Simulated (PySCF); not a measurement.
# A diatomic session: CaZn+

The task here is to estimate one member of a computed series from the others.

Computed with PySCF 2.14.0. Level: Ca pcseg-1, Zn pcseg-1, no relativity.

Set-up of the first run:

The job is set up so:

* atoms: Ca, Zn
* charge: 1
* basis: Ca pcseg-1, Zn pcseg-1
* Hamiltonian: no relativity
* basis functions: 55
* electrons treated: 49
* masses in u: 39.9626, 63.9291
* levels: PBE0, PBE, r²SCAN, M06, revPBE, M06-2X, CAM-B3LYP, HF, MP2, SCS-MP2
* grid: 80 radial by 434 angular points
* occupations: held fixed by the projection of orbital angular momentum
* dissociation limit: Ca+ + Zn, each in its ground configuration
* starting distance in angstrom: 2.880
* values of 2S to try: 1, 3

On the command line:

```
OMP_NUM_THREADS=1 python dia.py task.json out
```

Steps of the session up to this table: Input; The PBE0 curve of the state that the search chose; Other states along the same grid; PBE; r²SCAN (meta-GGA); M06 (hybrid meta-GGA); revPBE (GGA); M06-2X (hybrid meta-GGA); CAM-B3LYP (range-separated hybrid); ROHF.

One table of the session follows, with a row left open; its other results are not shown here.

It belongs to the step «The curves together». Energy (eV) from each level's lowest point:

| R (Å) | ROHF | ROHF-MP2 | ROHF-SCS-MP2 | PBE | revPBE |
| --- | --- | --- | --- | --- | --- |
| 2.791 | 0.472 | 0.268 | 0.291 | 0.187 | 0.222 |
| 2.921 | 0.273 | 0.125 | 0.141 | 0.076 | 0.099 |
| 3.050 | 0.143 | 0.044 | 0.054 | 0.019 | 0.032 |
| 3.148 | ? | ? | ? | ? | ? |
| 3.245 | 0.037 | 0.000 | 0.002 | 0.000 | 0.000 |
| 3.342 | 0.013 | 0.001 | 0.000 | 0.011 | 0.005 |
| 3.472 | 0.000 | 0.018 | 0.013 | 0.038 | 0.026 |
| 3.634 | 0.005 | 0.054 | 0.045 | 0.084 | 0.066 |
| 3.829 | 0.029 | 0.107 | 0.096 | 0.149 | 0.124 |
| 4.089 | 0.074 | 0.181 | 0.166 | 0.238 | 0.206 |

Q: Estimate the row for R (Å) = 3.148 from the others.

Worked estimate for «ROHF». A straight line through the neighbours (3.050, 0.143) and (3.245, 0.037) gives 0.143 + (0.037 − 0.143) × (3.148 − 3.050) / (3.245 − 3.050) = 0.090; a parabola fitted to 4 rows on both sides gives 0.077.

As computed: ROHF: 0.079; ROHF-MP2: 0.013; ROHF-SCS-MP2: 0.019; PBE: 0.001; revPBE: 0.007. In «ROHF» the line misses by +0.011 and the parabola by -0.002.
